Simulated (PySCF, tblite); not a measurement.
# BrH9NSi4 radical: geometry, infrared bands and EPR parameters

Aim: predict the infrared bands and EPR parameters of BrH9NSi4 radical (`[NH][Si@@H]([SiH3])[SiH2][SiH2]Br`).

The runs use tblite 0.8.0 and PySCF 2.14.0, with density-fitted response routines of our own; the level of theory stands in each step. All values are computed, except where a source is named. Atoms count from 0, in the outputs and in this text.

## (1) The molecule as given

15 atoms, charge 0, multiplicity 2; geometry from: force field or distance geometry start.

Bonds of the start (Å): N0–Si1 1.75, Si1–Si2 2.31, Si1–Si3 2.31, Si3–Si4 2.29, Si4–Br5 2.23, N0–H6 1.04, Si1–H7 1.48, Si2–H8 1.49, Si2–H9 1.50, Si2–H10 1.48, Si3–H11 1.50, Si3–H12 1.52, Si4–H13 1.48, Si4–H14 1.50.

## (2) Optimising the geometry with GFN2-xTB

The job: settings as JSON, then the geometry in Å.

```
{"job": {"kind": "relax", "xc": "GFN2-xTB", "basis": "xTB"}, "charge": 0, "multiplicity": 2}
N     -2.309400     0.674300     0.877300
Si    -1.358800    -0.553600     0.060100
Si    -0.694700    -0.006200    -2.085500
Si     0.625400    -0.968200     1.177900
Si     1.802900     0.983200     1.356800
Br     3.849900     0.537900     2.121300
H     -3.204400     0.763600     0.365000
H     -2.169100    -1.794500     0.036500
H      0.182500     1.194500    -2.097700
H     -1.869800     0.244000    -2.984100
H      0.082600    -1.120800    -2.682500
H      1.414200    -1.985100     0.416000
H      0.394200    -1.579600     2.544700
H      1.233400     1.984400     2.287100
H      2.016800     1.634200     0.023800
```

Run with:

```bash
> OMP_NUM_THREADS=1 python probes_run.py task.json out
```

One launch serves the whole session: the jobs run in the order shown.

Standard output:

```text
step      E/eV     max force
  0    -502.53069    3.414
  1    -502.80404    1.166
  2    -502.86235    1.202
  3    -502.89515    0.690
  4    -502.95813    0.647
  5    -502.99712    0.770
  6    -503.05022    0.773
  7    -503.07680    0.495
  8    -503.09395    0.555
  9    -503.10557    0.541
 10    -503.11727    0.336
 11    -503.12336    0.252
 12    -503.12754    0.316
 13    -503.13055    0.142
 14    -503.13400    0.170
 15    -503.13663    0.208
 16    -503.14073    0.233
 17    -503.14465    0.212
 18    -503.14873    0.156
 19    -503.15294    0.178
 20    -503.15811    0.230
 21    -503.16399    0.279
 22    -503.16882    0.211
 23    -503.17188    0.159
 24    -503.17442    0.166
 25    -503.17682    0.178
 26    -503.17844    0.183
 27    -503.17993    0.112
 28    -503.18105    0.103
 29    -503.18257    0.153
 30    -503.18372    0.163
 31    -503.18531    0.116
 32    -503.18623    0.069
 33    -503.18702    0.074
 34    -503.18776    0.105
 35    -503.18862    0.108
 36    -503.18944    0.070
 37    -503.19004    0.068
 38    -503.19042    0.055
 39    -503.19077    0.051
 40    -503.19116    0.057
 41    -503.19154    0.060
 42    -503.19187    0.048
 43    -503.19216    0.048
 44    -503.19243    0.052
 45    -503.19271    0.059
 46    -503.19301    0.059
 47    -503.19330    0.053
 48    -503.19358    0.060
 49    -503.19386    0.057
 50    -503.19412    0.052
 51    -503.19431    0.048
 52    -503.19445    0.034
 53    -503.19455    0.039
 54    -503.19469    0.062
 55    -503.19492    0.065
 56    -503.19525    0.067
 57    -503.19556    0.051
 58    -503.19576    0.034
 59    -503.19589    0.038
 60    -503.19607    0.044
 61    -503.19643    0.061
 62    -503.19702    0.090
 63    -503.19764    0.083
 64    -503.19799    0.039
 65    -503.19815    0.033
 66    -503.19829    0.035
 67    -503.19856    0.061
 68    -503.19911    0.095
 69    -503.20000    0.110
 70    -503.20092    0.081
 71    -503.20143    0.039
 72    -503.20161    0.028
 73    -503.20174    0.042
 74    -503.20200    0.059
 75    -503.20243    0.073
 76    -503.20297    0.066
 77    -503.20336    0.042
 78    -503.20355    0.036
 79    -503.20367    0.034
 80    -503.20379    0.037
 81    -503.20397    0.053
 82    -503.20421    0.054
 83    -503.20447    0.041
 84    -503.20467    0.029
 85    -503.20481    0.028
 86    -503.20488    0.033
 87    -503.20497    0.030
 88    -503.20516    0.039
 89    -503.20551    0.055
 90    -503.20595    0.054
 91    -503.20626    0.036
 92    -503.20642    0.020
 93    -503.20651    0.024
 94    -503.20660    0.035
 95    -503.20675    0.038
 96    -503.20703    0.052
 97    -503.20747    0.065
 98    -503.20806    0.084
 99    -503.20867    0.061
100    -503.20948    0.068
101    -503.20977    0.035
102    -503.20991    0.029
103    -503.21007    0.025
104    -503.21023    0.026
105    -503.21052    0.034
106    -503.21082    0.033
107    -503.21103    0.019
108    -503.21112    0.018
109    -503.21117    0.018
110    -503.21122    0.018
111    -503.21130    0.020
112    -503.21143    0.023
113    -503.21158    0.020
114    -503.21170    0.021
115    -503.21177    0.015
116    -503.21180    0.014
117    -503.21182    0.012
118    -503.21185    0.011
119    -503.21189    0.014
120    -503.21197    0.021
121    -503.21207    0.024
122    -503.21217    0.030
123    -503.21224    0.022
124    -503.21228    0.012
125    -503.21230    0.012
126    -503.21233    0.017
127    -503.21238    0.024
128    -503.21245    0.029
129    -503.21253    0.026
130    -503.21263    0.027
131    -503.21273    0.032
132    -503.21285    0.030
133    -503.21296    0.029
134    -503.21304    0.022
135    -503.21308    0.018
136    -503.21312    0.022
137    -503.21317    0.020
138    -503.21322    0.023
139    -503.21325    0.016
140    -503.21327    0.008
```

Run time: 1.2 s. Hardware: 1 thread of Arm Neoverse V2, shared host.

Along the way: (not every step is listed)

```
step  energy from step 0 (eV)  largest force (eV/Å)
   0                   0.0000                3.4145
   1                  -0.2733                1.1663
   2                  -0.3317                1.2020
   3                  -0.3645                0.6901
   4                  -0.4274                0.6470
   5                  -0.4664                0.7699
   6                  -0.5195                0.7731
   7                  -0.5461                0.4954
   8                  -0.5633                0.5545
  20                  -0.6274                0.2296
  32                  -0.6555                0.0688
  44                  -0.6617                0.0523
  56                  -0.6646                0.0672
  68                  -0.6684                0.0949
  80                  -0.6731                0.0366
  92                  -0.6757                0.0203
 104                  -0.6795                0.0264
 116                  -0.6811                0.0145
 128                  -0.6818                0.0294
 135                  -0.6824                0.0176
 136                  -0.6824                0.0217
 137                  -0.6825                0.0195
 138                  -0.6825                0.0228
 139                  -0.6826                0.0155
 140                  -0.6826                0.0075
```

Distances of close pairs at the start and the end, largest changes first:

```
   bond  before (Å)  after (Å)  change (Å)
 N0–Si1       1.755      1.639      -0.116
Si1–Si3       2.315      2.372      +0.057
Si3–H12       1.515      1.469      -0.046
Si4–H14       1.499      1.458      -0.041
 Si2–H9       1.500      1.461      -0.040
  N0–H6       1.035      1.007      -0.028
Si1–Si2       2.312      2.340      +0.028
 Si2–H8       1.487      1.459      -0.028
```

The next job starts from the end point, and lists it.

## (3) Harmonic vibrations with GFN2-xTB

The job: settings as JSON, then the geometry in Å.

```
{"job": {"kind": "ir", "xc": "GFN2-xTB", "basis": "xTB"}, "charge": 0, "multiplicity": 2}
N     -1.736278     0.943017     0.630637
Si    -1.447487    -0.504684    -0.080482
Si    -0.698197    -0.277541    -2.285588
Si     0.593382    -0.963355     1.037830
Si     1.548536     1.062936     1.599851
Br     3.744909     0.749919     1.926066
H     -2.619307     1.251087     1.003503
H     -2.315716    -1.700810    -0.012655
H      0.201606     0.861973    -2.429873
H     -1.848843    -0.101912    -3.167936
H      0.030117    -1.483704    -2.686308
H      1.482805    -1.794390     0.210713
H      0.337079    -1.780528     2.231730
H      1.158130     1.656014     2.874413
H      1.564850     2.089968     0.564977
```

Standard output:

```text
mode    cm-1     km/mol
  1       9.3      2.51
  2      19.6      0.73
  3      33.4      3.52
  4      52.0      4.39
  5      83.6      6.09
  6      95.8      1.15
  7     124.3      7.74
  8     176.6     28.12
  9     287.8     49.36
 10     304.2     85.61
 11     356.3     49.23
 12     371.3      1.93
 13     384.0      9.62
 14     399.1      8.24
 15     407.0     29.00
 16     418.8     42.79
 17     482.9     44.79
 18     487.6      2.64
 19     544.2     53.80
 20     552.7    812.80
 21     616.5     19.12
 22     629.6    105.70
 23     701.0    427.04
 24     748.9    703.20
 25     777.4    165.33
 26     789.4    150.35
 27     795.3    180.69
 28     802.7    197.53
 29     811.0     61.17
 30    1155.6     39.50
 31    2075.3    439.69
 32    2169.4    160.38
 33    2193.3    214.28
 34    2237.5    256.90
 35    2275.4    375.94
 36    2278.7    210.95
 37    2291.3    247.61
 38    2298.9    236.82
 39    3465.2      3.63
```

Wall time 0.66 s (1 thread of Arm Neoverse V2, shared host).

Which atoms move in the most intense modes:

```csv
cm⁻¹,km/mol,atoms
553,812.8,"H12 32 %, H11 31 %, Si3 13 %, H7 12 %"
701,427.0,"H14 43 %, H13 33 %"
749,703.2,"H9 30 %, H10 29 %, H8 28 %"
2075,439.7,H7 96 %
2238,256.9,H10 95 %
2275,375.9,H9 88 %
2291,247.6,"H8 68 %, H13 22 %"
2299,236.8,"H14 66 %, H8 15 %, H13 15 %"
```

## (4) g tensor and hyperfine couplings: B3LYP/def2-TZVP-core+pcH-1

The job, as its differences from that of step 3:

```diff
@@ -1,2 +1,2 @@
-{"job": {"kind": "ir", "xc": "GFN2-xTB", "basis": "xTB"}, "charge": 0, "multiplicity": 2}
+{"job": {"kind": "epr", "basis": "pcH-1"}, "charge": 0, "multiplicity": 2}
 N     -1.736278     0.943017     0.630637
```

Method: UKS B3LYP, def2-TZVP-core on Br, pcH-1 on H N Si, non-relativistic, mean-field spin-orbit, GIAO.

Standard output:

```text
UKS, coarse grid
  cycle   1  E = -3792.23741817  |g| = 1.62e+00
  cycle   2  E = -3791.74744108  |g| = 1.14e+00
  cycle   3  E = -3791.73704749  |g| = 1.16e+00
  cycle   4  E = -3792.37401666  |g| = 9.66e-02
  cycle   5  E = -3792.37877991  |g| = 4.65e-02
  cycle   6  E = -3792.37996367  |g| = 2.40e-02
  cycle   7  E = -3792.38031699  |g| = 1.25e-02
  cycle   8  E = -3792.38043583  |g| = 3.16e-03
  cycle   9  E = -3792.38044617  |g| = 1.25e-03
  cycle  10  E = -3792.38044473  |g| = 5.30e-04
UKS, final grid
  cycle   1  E = -3792.38046524  |g| = 2.08e-04
  cycle   2  E = -3792.38046526  |g| = 1.92e-04
  cycle   3  E = -3792.38046528  |g| = 8.19e-05
  cycle   4  E = -3792.38046529  |g| = 5.44e-05
  cycle   5  E = -3792.38046529  |g| = 1.96e-05
E = -3792.38046529 Eh   <S^2> = 0.7574 (exact 0.7500)
g shifts (ppm)      1          2          3
  rmc          -199       -199       -199
  gc              8          7         48
  oz_so        1112       2860       7232
  total         921       2668       7081
hyperfine (MHz)  atom isotope    a_iso     a_fc   dipolar eigenvalues
    0   14N      25.72      25.58    -34.78    -33.32     68.10
    1  29Si      61.17      61.31     -4.70      1.27      3.43
    2  29Si    -103.69    -103.84    -32.75     15.91     16.85
    3  29Si    -102.15    -102.33    -33.27     15.98     17.29
    4  29Si       4.86       4.89     -0.67      0.22      0.45
    5  79Br       1.43       1.21     -3.63     -2.59      6.22
    6    1H     -45.00     -45.16    -42.90     -7.62     50.52
    7    1H      -7.30      -7.31     -2.32     -1.94      4.26
    8    1H      -4.40      -4.40     -2.38     -0.95      3.34
    9    1H      17.42      17.42     -2.36     -0.42      2.78
   10    1H      14.91      14.91     -2.40     -0.39      2.79
   11    1H      24.99      24.98     -2.62     -0.30      2.93
   12    1H       5.57       5.57     -2.24     -0.99      3.24
   13    1H       3.54       3.54     -1.34     -1.05      2.39
   14    1H      -0.26      -0.26     -1.44     -1.22      2.66
```

It took 4.5 min on 1 thread of Arm Neoverse V2, shared host; peak memory 1.1 GiB.

Principal g values 2.00324, 2.00499, 2.00940; g(iso) = 2.00588, against 2.00232 for a free electron.

Hyperfine couplings; where a row names several nuclei, a(iso) is their mean (it holds for fast rotation or exchange) and the dipolar term the largest among them:

```csv
nuclei,isotope,a(iso) (MHz),"a(iso) (G, at g = 2.0023)",largest dipolar term (MHz)
Si2,29Si,-103.7,-37.0,-32.8
Si3,29Si,-102.2,-36.5,-33.3
Si1,29Si,61.2,21.8,-4.7
H6,1H,-45.0,-16.1,50.5
N0,14N,25.7,9.2,68.1
H11,1H,25.0,8.9,2.9
"H8, H9, H10",1H,9.3,3.3,3.3
H7,1H,-7.3,-2.6,4.3
H12,1H,5.6,2.0,3.2
Si4,29Si,4.9,1.7,-0.7
H13,1H,3.5,1.3,2.4
Br5,79Br,1.4,0.5,6.2
H14,1H,-0.3,-0.1,2.7
```

Mulliken spin populations:

N0 0.79; Si1 -0.05; Si2 0.13; Si3 0.14; Si4 -0.01; Br5 0.00; H6 -0.02; H7 -0.01; H8 0.00; H9 0.01; H10 0.01; H11 0.02; H12 0.00; H13 0.00; H14 0.00

In first order the couplings over 0.8 MHz of 1H, 14N, 79Br give 1528 distinct lines over 60.7 G, if the averaged nuclei exchange fast; the same motion can average rows kept apart here too.

The fields below are evaluated on a grid from the run's orbitals.

ELF in a plane through or near 5 of the atoms.

Values, 10 rows by 14 columns:
```
0.00 0.00 0.00 0.00 0.00 0.00 0.00 0.00 0.00 0.00 0.00 0.00 0.00 0.00
0.00 0.00 0.00 0.00 0.00 0.00 0.00 0.02 0.01 0.00 0.00 0.00 0.00 0.00
0.00 0.00 0.00 0.01 0.01 0.00 0.07 0.83 0.89 0.04 0.00 0.00 0.00 0.00
0.00 0.00 0.08 0.97 0.94 0.01 0.65 0.59 0.68 0.17 0.01 0.00 0.00 0.00
0.00 0.00 0.10 1.00 1.00 0.24 0.12 0.71 0.52 0.34 0.05 0.18 0.02 0.00
0.00 0.11 0.26 0.26 0.29 0.09 0.14 0.02 0.49 0.29 0.96 1.00 0.85 0.00
0.01 0.51 0.85 0.62 0.54 0.33 0.04 0.02 0.92 0.20 0.56 0.96 0.47 0.00
0.00 0.23 0.75 0.85 0.65 0.01 0.00 0.02 0.54 0.32 0.09 0.02 0.00 0.00
0.00 0.01 0.14 0.35 0.18 0.00 0.00 0.00 0.01 0.01 0.00 0.00 0.00 0.00
0.00 0.00 0.00 0.00 0.00 0.00 0.00 0.00 0.00 0.00 0.00 0.00 0.00 0.00
```
The map spans 13.0 Å across and 10.7 Å up, centred on the molecule. Atoms in the plane (x, y in Å): N0 (0.5, 1.8), Si4 (-2.3, -0.1), H6 (0.7, 2.8), H9 (3.6, -0.6), H13 (-3.2, 1.0).

On the surface of density 0.002 e/bohr³ the electrostatic potential runs, from the 1st to the 99th percentile, from -0.87 V near N0 to 1.63 V near H6.

The spin density lies nearest to N0 60 %; Si1, Si2, Si3 about 8 % each.

## (5) Outcome

```
                                                                  quantity                    value
                                 strongest single infrared mode (GFN2-xTB)     553 cm⁻¹, 813 km/mol
                                              zero-point energy (GFN2-xTB)            49.6 kcal/mol
                                                            g(iso) (B3LYP)                  2.00588
                                                                      ⟨S²⟩       0.757 (exact 0.75)
                                        largest a(iso) (averaged by class)  29Si on Si2, -103.7 MHz
potential on the surface of density 0.002 e/bohr³, 1st and 99th percentile       -0.87 V and 1.63 V
```

The optimisation took 140 steps and gained 0.683 eV; among the close pairs (by a distance rule), N0–Si1 changed most, from 1.755 to 1.639 Å. No mode is imaginary among the 39: a minimum at this level. The strongest single mode, at 553 cm⁻¹, is carried by H12, H11, Si3, H7. Unscaled tight-binding wavenumbers are off by several per cent, some by more. Its intensities can rank the bands wrongly. Most of the unpaired spin sits on N0 (0.79 e). The isotropic g lies 3.6 ppt above the free-electron value. The hyperfine terms hold no scalar relativity, which the heavier nuclei need.
